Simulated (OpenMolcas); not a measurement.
# Ru⁴⁺ among point charges: CASSCF and CASPT2 levels and susceptibility

How does a field of 6 point charges split the states of Ru⁴⁺, and what χT follows?

Method: state-averaged CASSCF and CASPT2, spin-orbit coupling by RASSI with atomic mean-field integrals. Code: OpenMolcas 26.06.

## Step 1: Starting point

```
Species                           : Ru⁴⁺ (ruthenium, Z = 44, 40 electrons)
Basis                             : ANO-RCC-VDZP [6s5p3d1f], 43 functions
Scalar Hamiltonian                : DKH2, point nucleus
Inactive shells                   : 1s 2s 2p 3s 3p 3d 4s 4p
Active space                      : 4 electrons in 5 orbitals (4d)
Some configurations of this space : 4d4
Orbitals                          : optimised for each spin and parity, averaged over all roots
```

The outer shells:

4d4
```
4d [↑ ][↑ ][↑ ][↑ ][  ]
```

The ion sits among 6 point charges of -1 e arranged as an octahedron (Oh), 1.67 Å from the ion.

The work runs as a chain of OpenMolcas steps in one folder; each step below is one input file. Labels, J, g values, rates, χT and fits are worked out afterwards by a script from the matrices that RASSI stores. The input lists half of the charges; inversion (Group=XYZ) makes the rest.

## Step 2: One- and two-electron integrals

a.inp reads:

```
&GATEWAY
Coord
1

Ru 0.0 0.0 0.0
Basis=ANO-RCC-VDZP
Group=XYZ
NoMove
AngMom=0.0 0.0 0.0
AMFI
XField
3 Angstrom 0
1.670000 0.000000 0.000000 -1.000000
0.000000 1.670000 0.000000 -1.000000
0.000000 0.000000 1.670000 -1.000000
&SEWARD
```

## Step 3: CASSCF: quintets of even parity, 5 roots

a.inp reads:

```
&RASSCF
FileOrb=start.orb
Symmetry=1
Spin=5
nActEl=4 0 0
Inactive=9 9
Ras2=5 0
CIRoot=5 5 1
SDav=5
CIMx=300
Iter=120 100
PrWF=0.3
OrbListing=Nothing
MaxOrb=0
>>> COPY $Project.JobIph JOB001
```

start.orb holds the contracted functions of the basis, ordered by shell, or the orbitals of the step before.

## Step 4: Reference wave functions, triplets of even parity, 45 roots

a.inp reads:

```
&RASSCF
FileOrb=start.orb
Symmetry=1
Spin=3
nActEl=4 0 0
Inactive=9 9
Ras2=5 0
CIRoot=45 45 1
SDav=45
CIMx=300
Iter=120 100
PrWF=0.3
OrbListing=Nothing
MaxOrb=0
>>> COPY $Project.JobIph JOB002
```

## Step 5: CASSCF: singlets of even parity, 50 roots

a.inp reads:

```
&RASSCF
FileOrb=start.orb
Symmetry=1
Spin=1
nActEl=4 0 0
Inactive=9 9
Ras2=5 0
CIRoot=50 50 1
SDav=50
CIMx=300
Iter=120 100
PrWF=0.3
OrbListing=Nothing
MaxOrb=0
>>> COPY $Project.JobIph JOB003
```

## Step 6: RASSI: spin-orbit coupling between the states

a.inp reads:

```
&RASSI
NrOfJobIphs=3 5 45 50
1 2 3 4 5
1 2 3 4 5 6 7 8 9 10 11 12 13 14 15 16 17 18 19 20 21 22 23 24 25 26 27
28 29 30 31 32 33 34 35 36 37 38 39 40 41 42 43 44 45
1 2 3 4 5 6 7 8 9 10 11 12 13 14 15 16 17 18 19 20 21 22 23 24 25 26 27
28 29 30 31 32 33 34 35 36 37 38 39 40 41 42 43 44 45 46 47 48 49 50
IphNames
JOB001
JOB002
JOB003
EJob
SpinOrbit
DIPRint=1.0
SOCoupling=1000.0
Subsets=2
Property=9
'ANGMOM' 1 'ANGMOM' 2 'ANGMOM' 3 'MLTPL  1' 1 'MLTPL  1' 2 'MLTPL  1' 3
'AMFI' 1 'AMFI' 2 'AMFI' 3
SOProperty=3
'ANGMOM' 1 'ANGMOM' 2 'ANGMOM' 3
```

## Step 7: CASPT2: IPEA 0.25, imaginary shift 0.1 (closed shells correlated: 4s 4p)

a.inp reads:

```
>>> COPY JOB001 $Project.JobIph
&CASPT2
Multistate=5 1 2 3 4 5
NoMult
Frozen=8 6
IPEA=0.25
Imaginary=0.1
MaxIter=60
WThr=0.0 0.3 0.05
PrWF=0.5
NoMix
>>> COPY JOB002 $Project.JobIph
&CASPT2
Multistate=45 1 2 3 4 5 6 7 8 9 10 11 12 13 14 15 16 17 18 19 20 21 22
23 24 25 26 27 28 29 30 31 32 33 34 35 36 37 38 39 40 41 42 43 44 45
NoMult
Frozen=8 6
IPEA=0.25
Imaginary=0.1
MaxIter=60
WThr=0.0 0.3 0.05
PrWF=0.5
NoMix
>>> COPY JOB003 $Project.JobIph
&CASPT2
Multistate=50 1 2 3 4 5 6 7 8 9 10 11 12 13 14 15 16 17 18 19 20 21 22
23 24 25 26 27 28 29 30 31 32 33 34 35 36 37 38 39 40 41 42 43 44 45 46
47 48 49 50
NoMult
Frozen=8 6
IPEA=0.25
Imaginary=0.1
MaxIter=60
WThr=0.0 0.3 0.05
PrWF=0.5
NoMix
```

(Steps that only read results are left out.)

What does the calculation give? Wanted: spin-free ground state; first state of the same spin within the active space; lowest level; next level.

As calculated:

| quantity | value |
| --- | --- |
| method | SS-CASPT2, IPEA 0.25, imaginary shift 0.1 (closed shells correlated: 4s 4p) |
| spin-free ground state | 5E, 2-fold in its orbital part |
| first state of the same spin within the active space | 5T2 at 9180 cm⁻¹ |
| lowest level | 1-fold A1 |
| next level | 242.8 cm⁻¹ |
| χT at 300 K | 2.13 cm³ K/mol |
| effective moment at 300 K | 4.12 μB |

Cost by method:

```tsv
method	time of its own steps	time with the reference
A. CASSCF	24 s	24 s
B. SS-CASPT2, IPEA 0.25, imaginary shift 0.1, +4s 4p	5.3 s	29 s
```

Times are of one thread on a shared host.

The spin-free ground state (5E) comes to 100 % from free-ion D terms and keeps the highest spin of the shell. χT at 300 K is 2.13, against 3.01 cm³ K/mol for the spin alone, so spin-orbit coupling lowers it. An active space of the d shell alone favours high spin; real ions in strong fields can be low spin. A ligand-field fit to the states below 45000 cm-1 gives 10Dq = 9306 cm-1, B = 773 cm-1 and C = 3619 cm-1 (C/B = 4.68), with a deviation of 474 cm-1. CASPT2 does not keep the components of a term degenerate, and the means are used. An orbital doublet at a regular site is open to a Jahn-Teller distortion, which this geometry leaves out. The field of point charges can differ much from that of real complexes. With metal d orbitals alone active, the gaps between spin states are rough; where two lie within a few thousand cm-1, their order is open. This is an electrostatic model: the charges have no orbitals.
